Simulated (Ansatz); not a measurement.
# C₂H₆AlO radical: small, medium and large basis sets

The task here is to estimate one member of a computed series from the others.

Computed with Ansatz 0.2.0, Gaussian basis. Level: one geometry, several basis sets.

Plan: PBE0-D4/def2-SVP; ωB97M-V/def2-SVP; PBE0-D4/def2-QZVPP; ωB97M-V/def2-QZVPP; the functionals' def2-TZVPP values are taken from earlier runs.

### The relaxed structure

An earlier PBE0-D4 in a triple-zeta def2 set relaxation fixed the geometry.

SMILES `[CH2][Al]([CH3])[OH]`, 10 atoms, charge 0, spin multiplicity 2.

Atoms are counted from 1 here; the program's logs count them from 0.

Bond lengths: C1–Al2 1.928 Å, C1–H5 1.089 Å, C1–H6 1.090 Å, Al2–C3 1.943 Å, Al2–O4 1.703 Å, C3–H7 1.095 Å, C3–H8 1.092 Å, C3–H9 1.095 Å, O4–H10 0.955 Å. Angles: Al2–C1–H5 125.0°, Al2–C1–H6 123.6°, H5–C1–H6 111.5°, C1–Al2–C3 123.3°, C1–Al2–O4 119.6°, C3–Al2–O4 117.2°, Al2–C3–H7 111.4°, Al2–C3–H8 111.7°, Al2–C3–H9 111.2°, H7–C3–H8 107.9°, H7–C3–H9 106.5°, H8–C3–H9 107.8°, Al2–O4–H10 123.3°.

Set-up of the first run:

Contents of in.yaml:

```yaml
crystal:
  periodic: [false, false, false]
  atoms:
    - {symbol: C, position_ang: [-1.161023, 1.461324, -0.103688]}
    - {symbol: Al, position_ang: [0.239916, 0.146239, -0.262303]}
    - {symbol: C, position_ang: [0.274956, -1.502622, 0.764042]}
    - {symbol: O, position_ang: [1.525511, 0.414656, -1.346372]}
    - {symbol: H, position_ang: [-1.207072, 2.394802, -0.663286]}
    - {symbol: H, position_ang: [-2.013090, 1.356445, 0.567276]}
    - {symbol: H, position_ang: [-0.629795, -2.095708, 0.597503]}
    - {symbol: H, position_ang: [1.136070, -2.121885, 0.503360]}
    - {symbol: H, position_ang: [0.320806, -1.299702, 1.838873]}
    - {symbol: H, position_ang: [1.596821, 1.195250, -1.892405]}
basis:
  gaussian: {orbitals: def2-SVP}
magnetization: {spin_polarized: true, initial_magnetization: 1}
hamiltonian: {xc: pbe0, dispersion: d4}
output: {orbitals: {seedname: orbitals}}
```

Steps of the session up to this table: PBE0-D4 in def2-SVP; ωB97M-V in def2-SVP; PBE0-D4 in def2-QZVPP; ωB97M-V in def2-QZVPP.

One of the session's tables, all rows but one given; the rest of the session is left out.

It belongs to the step «Functionals by basis». 

```
functional       basis  HOMO (eV)  LUMO (eV)
   PBE0-D4    def2-SVP      -6.96      -2.31
   PBE0-D4  def2-TZVPP      -7.05      -2.48
   PBE0-D4  def2-QZVPP      -7.07      -2.53
   ωB97M-V    def2-SVP          ?          ?
   ωB97M-V  def2-TZVPP      -9.06      -0.71
   ωB97M-V  def2-QZVPP      -9.09      -0.82
```

Q: Estimate the row for ωB97M-V, def2-SVP from the others.

**Answer.** HOMO (eV): -8.98; LUMO (eV): -0.40. In the column «HOMO (eV)» it lies between ωB97M-V, def2-TZVPP (-9.06) and PBE0-D4, def2-QZVPP (-7.07).
